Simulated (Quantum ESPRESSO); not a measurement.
# CeC (Fm-3m) in Quantum ESPRESSO: single point with PBE

Aim: the single point of CeC with PBE.

Program: Quantum ESPRESSO 7.5. These are calculated values, not measurements. Logs are shortened: lines on timing, memory, paths and dates and some standing lists are left out, and cuts for length are marked.

**1. The crystal as given**

It takes space group Fm-3m (No. 225, cubic). Conventional cell: a = 5.192 Å, b = 5.192 Å, c = 5.192 Å, α = 90.00°, β = 90.00°, γ = 90.00°. Ce (site symmetry m-3m) is surrounded by 6 C at 2.60 Å. Around C (site symmetry m-3m) lie 6 Ce at 2.60 Å.

The cell comes from a database or a generator and needn't be the stable form of this composition.

**2. Single point, PBE, collinear spin, ferromagnetic start**

The input, run.py:

```python
import numpy as np
from ase.calculators.espresso import Espresso, EspressoProfile
from ase.io import read

atoms = read('CeC.cif')
atoms.set_initial_magnetic_moments([1.0, 0.0])

input_data = {
    'control': {'calculation': 'scf', 'prefix': 'pwscf', 'outdir': './tmp', 'tprnfor': True, 'tstress': True, 'disk_io': 'nowf'},
    'system': {'ecutwfc': 55.0, 'ecutrho': 440.0, 'nbnd': 17, 'occupations': 'smearing', 'smearing': 'fd', 'degauss': 0.00367493, 'nspin': 2},
    'electrons': {'conv_thr': 4e-10, 'electron_maxstep': 120, 'mixing_beta': 0.3},
}
pseudopotentials = {'Ce': 'Ce.paw.z_12.atompaw.wentzcovitch.v1.2.upf', 'C': 'C.pbe-n-kjpaw_psl.1.0.0.UPF'}
profile = EspressoProfile(command='pw.x', pseudo_dir='pseudo')
dft = Espresso(profile=profile, input_data=input_data, pseudopotentials=pseudopotentials, kpts=(9, 9, 9), koffset=(0, 0, 0))
atoms.calc = dft

print(f'energy {atoms.get_potential_energy():.8f} eV')
print('forces (eV/A)')
print(np.round(atoms.get_forces(), 6))
print('stress (eV/A^3, Voigt)')
print(np.round(atoms.get_stress(), 8))
print(f'Fermi level {dft.get_fermi_level():.4f} eV')
```

The input, CeC.cif:

```cif
data_CeC
_cell_length_a 3.67139599
_cell_length_b 3.67139599
_cell_length_c 3.67139599
_cell_angle_alpha 60.00000000
_cell_angle_beta 60.00000000
_cell_angle_gamma 60.00000000
_space_group_name_H-M_alt 'P1'
_space_group_name_Hall 'P 1'
_space_group_IT_number 1
loop_
_space_group_symop_operation_xyz
'x,y,z'
loop_
_atom_site_label
_atom_site_type_symbol
_atom_site_symmetry_multiplicity
_atom_site_Wyckoff_symbol
_atom_site_fract_x
_atom_site_fract_y
_atom_site_fract_z
_atom_site_occupancy
Ce1 Ce 1 a 0.0000000000 0.0000000000 0.0000000000 1
C1 C 1 a 0.5000000000 0.5000000000 0.5000000000 1
```

Potentials or basis: SSSP 1.3 efficiency PBE.

Started as:

```
OMP_NUM_THREADS=1 python run.py
```

Standard output:

```text
energy -6809.52180023 eV
forces (eV/A)
[[ 0.  0.  0.]
 [ 0.  0. -0.]]
stress (eV/A^3, Voigt)
[-0.00104945 -0.00104945 -0.00104945  0.          0.          0.        ]
Fermi level 12.9953 eV
```

espresso.pwi:

```text
&CONTROL
   calculation      = 'scf'
   tstress          = .true.
   tprnfor          = .true.
   outdir           = './tmp'
   prefix           = 'pwscf'
   disk_io          = 'nowf'
   pseudo_dir       = 'pseudo'
/
&SYSTEM
   nbnd             = 17
   ecutwfc          = 55.0
   ecutrho          = 440.0
   occupations      = 'smearing'
   degauss          = 0.00367493
   smearing         = 'fd'
   nspin            = 2
   starting_magnetization(1) = 1.0
   starting_magnetization(2) = 0.0
   ntyp             = 2
   nat              = 2
   ibrav            = 0
/
&ELECTRONS
   electron_maxstep = 120
   conv_thr         = 4e-10
   mixing_beta      = 0.3
/
&IONS
/
&CELL
/
&FCP
/
&RISM
/
ATOMIC_SPECIES
Ce  140.116 Ce.paw.z_12.atompaw.wentzcovitch.v1.2.upf
C  12.011 C.pbe-n-kjpaw_psl.1.0.0.UPF

K_POINTS automatic
9 9 9  0 0 0

CELL_PARAMETERS angstrom
3.67139599000000 0.00000000000000 0.00000000000000
1.83569799500000 3.17952219469232 0.00000000000000
1.83569799500000 1.05984073156411 2.99768227306676

ATOMIC_POSITIONS angstrom
Ce  0.0000000000 0.0000000000 0.0000000000  
C  3.6713959900 2.1196814631 1.4988411365
```

espresso.pwo:

```text
This program is part of the open-source Quantum ESPRESSO suite
     for quantum simulation of materials; please cite
         "P. Giannozzi et al., J. Phys.:Condens. Matter 21 395502 (2009);
         "P. Giannozzi et al., J. Phys.:Condens. Matter 29 465901 (2017);
         "P. Giannozzi et al., J. Chem. Phys. 152 154105 (2020);
     in publications or presentations arising from this work. More details at

Warning: card &CELL ignored
Warning: card &FCP ignored
Warning: card &RISM ignored

     file Ce.paw.z_12.atompaw.wentzcovitch.v1.2.upf: wavefunction(s)  6S 0P 5D 0D 4F 0F renormalized
     file C.pbe-n-kjpaw_psl.1.0.0.UPF: wavefunction(s)  2S 2P renormalized
     Message from routine setup:
     using ibrav=0 with symmetry is DISCOURAGED, use correct ibrav instead

     G-vector sticks info
     --------------------
     sticks:   dense  smooth     PW     G-vecs:    dense   smooth      PW
     Sum        1459     745    223                36685    13107    2229

     Using Slab Decomposition

     bravais-lattice index     =            0
     lattice parameter (alat)  =       6.9379  a.u.
     unit-cell volume          =     236.1431 (a.u.)^3
     number of atoms/cell      =            2
     number of atomic types    =            2
     number of electrons       =        16.00
     number of Kohn-Sham states=           17
     kinetic-energy cutoff     =      55.0000  Ry
     charge density cutoff     =     440.0000  Ry
     scf convergence threshold =      4.0E-10
     mixing beta               =       0.3000
     number of iterations used =            8  plain     mixing
     Exchange-correlation= SLA  PW   PBX  PBC
                           (   1   4   3   4   0   0   0)

     celldm(1)=   6.937933  celldm(2)=   0.000000  celldm(3)=   0.000000
     celldm(4)=   0.000000  celldm(5)=   0.000000  celldm(6)=   0.000000

     crystal axes: (cart. coord. in units of alat)
               a(1) = (   1.000000   0.000000   0.000000 )
               a(2) = (   0.500000   0.866025   0.000000 )
               a(3) = (   0.500000   0.288675   0.816497 )

     reciprocal axes: (cart. coord. in units 2 pi/alat)
               b(1) = (  1.000000 -0.577350 -0.408248 )
               b(2) = (  0.000000  1.154701 -0.408248 )
               b(3) = (  0.000000  0.000000  1.224745 )

     PseudoPot. # 1 for Ce read from file:
     Ce.paw.z_12.atompaw.wentzcovitch.v1.2.upf
     Pseudo is Projector augmented-wave + core cor, Zval = 12.0
     Generated using ATOMPAW code
     Shape of augmentation charge: BESSEL
     Using radial grid of 1102 points,  8 beta functions with:
                l(1) =   0
                l(2) =   0
                l(3) =   1
                l(4) =   1
                l(5) =   2
                l(6) =   2
                l(7) =   3
                l(8) =   3
     Q(r) pseudized with 0 coefficients

     PseudoPot. # 2 for C  read from file:
     C.pbe-n-kjpaw_psl.1.0.0.UPF
     Pseudo is Projector augmented-wave + core cor, Zval =  4.0
     Generated using "atomic" code by A. Dal Corso  v.5.1
     Shape of augmentation charge: PSQ
     Using radial grid of 1073 points,  4 beta functions with:
                l(1) =   0
                l(2) =   0
                l(3) =   1
                l(4) =   1
     Q(r) pseudized with 0 coefficients

     atomic species   valence    mass     pseudopotential
     Ce               12.00   140.11600     Ce( 1.00)
     C                 4.00    12.01100     C ( 1.00)

     Starting magnetic structure
     atomic species   magnetization
     Ce              0.083
     C               0.000

     12 Sym. Ops., with inversion, found

   Cartesian axes

     site n.     atom                  positions (alat units)
         1        Ce     tau(   1) = (   0.0000000   0.0000000   0.0000000  )
         2        C      tau(   2) = (   1.0000000   0.5773503   0.4082483  )

     number of k points=    85  Fermi-Dirac smearing, width (Ry)=  0.0037
                       cart. coord. in units 2pi/alat
        k(    1) = (   0.0000000   0.0000000   0.0000000), wk =   0.0013717
        k(    2) = (   0.0000000   0.0000000   0.1360828), wk =   0.0027435
        k(    3) = (   0.0000000   0.0000000   0.2721655), wk =   0.0027435
        k(    4) = (   0.0000000   0.0000000   0.4082483), wk =   0.0027435
        k(    5) = (   0.0000000   0.0000000   0.5443311), wk =   0.0027435
        k(    6) = (   0.0000000   0.1283001  -0.0453609), wk =   0.0082305
[... 77 lines left out ...]
        k(   84) = (   0.3333333  -0.5773503   0.0000000), wk =   0.0082305
        k(   85) = (   0.3333333  -0.5773503   0.1360828), wk =   0.0164609

     Dense  grid:    36685 G-vectors     FFT dimensions: (  48,  48,  48)

     Smooth grid:    13107 G-vectors     FFT dimensions: (  36,  36,  36)

     Generating pointlists ...
     new r_m :   0.2917 (alat units)  2.0237 (a.u.) for type    1
     new r_m :   0.2917 (alat units)  2.0237 (a.u.) for type    2

     Initial potential from superposition of free atoms

     starting charge      15.9930, renormalised to      16.0000
     Starting wfcs are   36 randomized atomic wfcs

     Self-consistent Calculation

     iteration #  1     ecut=    55.00 Ry     beta= 0.30
     Davidson diagonalization with overlap
     ethr =  1.00E-02,  avg # of iterations =  2.3

     total energy              =    -492.27220529 Ry
     estimated scf accuracy    <       0.97732567 Ry

     total magnetization       =     0.11 Bohr mag/cell
     absolute magnetization    =     0.86 Bohr mag/cell
[... 25 lines left out ...]
     total energy              =    -499.58446407 Ry
     estimated scf accuracy    <       0.01181771 Ry

     total magnetization       =     0.71 Bohr mag/cell
     absolute magnetization    =     1.00 Bohr mag/cell

     iteration #  5     ecut=    55.00 Ry     beta= 0.30
     Davidson diagonalization with overlap
     c_bands:  1 eigenvalues not converged
     ethr =  7.39E-05,  avg # of iterations =  6.9

     total energy              =    -499.86658279 Ry
     estimated scf accuracy    <       0.00332569 Ry

     total magnetization       =     0.50 Bohr mag/cell
     absolute magnetization    =     0.86 Bohr mag/cell

     iteration #  6     ecut=    55.00 Ry     beta= 0.30
     Davidson diagonalization with overlap
     c_bands:  1 eigenvalues not converged
     ethr =  2.08E-05,  avg # of iterations =  4.3

     total energy              =    -500.39591765 Ry
     estimated scf accuracy    <       0.00452605 Ry

     total magnetization       =     0.40 Bohr mag/cell
     absolute magnetization    =     0.79 Bohr mag/cell

     iteration #  7     ecut=    55.00 Ry     beta= 0.30
     Davidson diagonalization with overlap
     ethr =  2.08E-05,  avg # of iterations =  4.2
[... 289 lines left out ...]
     total energy              =    -500.49066369 Ry
     estimated scf accuracy    <       0.00000059 Ry

     total magnetization       =     0.00 Bohr mag/cell
     absolute magnetization    =     0.01 Bohr mag/cell

     iteration # 35     ecut=    55.00 Ry     beta= 0.30
     Davidson diagonalization with overlap
     c_bands:  1 eigenvalues not converged
     ethr =  3.68E-09,  avg # of iterations =  3.7

     total energy              =    -500.49066471 Ry
     estimated scf accuracy    <       0.00000001 Ry

     total magnetization       =     0.00 Bohr mag/cell
     absolute magnetization    =     0.00 Bohr mag/cell

     iteration # 36     ecut=    55.00 Ry     beta= 0.30
     Davidson diagonalization with overlap
     ethr =  9.27E-11,  avg # of iterations =  5.3
[... 44 lines left out ...]
     total magnetization       =     0.00 Bohr mag/cell
     absolute magnetization    =     0.00 Bohr mag/cell

     iteration # 41     ecut=    55.00 Ry     beta= 0.30
     Davidson diagonalization with overlap
     ethr =  2.72E-12,  avg # of iterations =  1.8

     Magnetic moment per site  (integrated on atomic sphere of radius R)
     atom   1 (R=0.292)  charge=  8.0667  magn=  0.0000
     atom   2 (R=0.292)  charge=  4.1687  magn= -0.0000

     End of self-consistent calculation

     Number of k-points >= 100: set verbosity='high' to print the bands.

     the Fermi energy is    12.9953 ev

!    total energy              =    -500.49066478 Ry
     total all-electron energy =      -558.254763 Ry
     estimated scf accuracy    <          7.0E-11 Ry
     smearing contrib. (-TS)   =      -0.00103154 Ry
     internal energy E=F+TS    =    -500.48963324 Ry

     The total energy is F=E-TS. E is the sum of the following terms:
     one-electron contribution =       5.08750853 Ry
     hartree contribution      =       9.06702784 Ry
     xc contribution           =     -18.26382028 Ry
     ewald contribution        =     -85.42767111 Ry
     one-center paw contrib.   =    -410.95267823 Ry

     total magnetization       =     0.00 Bohr mag/cell
     absolute magnetization    =     0.00 Bohr mag/cell

     convergence has been achieved in  41 iterations

     Forces acting on atoms (cartesian axes, Ry/au):

     atom    1 type  1   force =     0.00000000    0.00000000    0.00000000
     atom    2 type  2   force =     0.00000000    0.00000000   -0.00000000

     Total force =     0.000000     Total SCF correction =     0.000000

     Computing stress (Cartesian axis) and pressure

          total   stress  (Ry/bohr**3)                   (kbar)     P=        1.68
   0.00001143  -0.00000000  -0.00000000            1.68       -0.00       -0.00
   0.00000000   0.00001143  -0.00000000            0.00        1.68       -0.00
   0.00000000  -0.00000000   0.00001143            0.00       -0.00        1.68

=------------------------------------------------------------------------------=
   JOB DONE.
=------------------------------------------------------------------------------=
```

Run time: 4.7 min. Hardware: 1 thread of Intel Xeon Platinum 8488C (Sapphire Rapids), shared host; peak memory 0.47 GiB.

Results:

| Property | Result |
| --- | --- |
| Free energy | -6809.5224 eV |
| Pressure | 0.2 GPa |
| Band gap on the k mesh | none (metal or under the smearing width) |
| Net moment | 0.00 μB per cell |
| Absolute moment | 0.00 μB per cell |
| Valence electrons inside the program's atomic spheres | Ce 8.07; C 4.17 |

Caveat: the magnetic or orbital state may not be the lowest; spin-orbit coupling is left out, which moves the levels of the heavy elements; without U or exact exchange the open f shell lies at the Fermi level, which spoils levels, moments and volumes.

**3. The reference run**

An earlier run on the cell as given: functional PBE; potentials or basis SSSP 1.3 efficiency PBE; cutoff 748 eV; density cutoff 5987 eV; k mesh 9 × 9 × 9; occupations fermi-dirac, width 0.05 eV; collinear spin, ferromagnetic start; starting moments [1.0, 0.0] μB.

* Pressure: 0.2 GPa
* Band gap on the k mesh: none (metal or under the smearing width)
* Net moment: 0.00 μB per cell
* Absolute moment: 0.00 μB per cell
* Valence electrons inside the program's atomic spheres: Ce 8.07; C 4.17
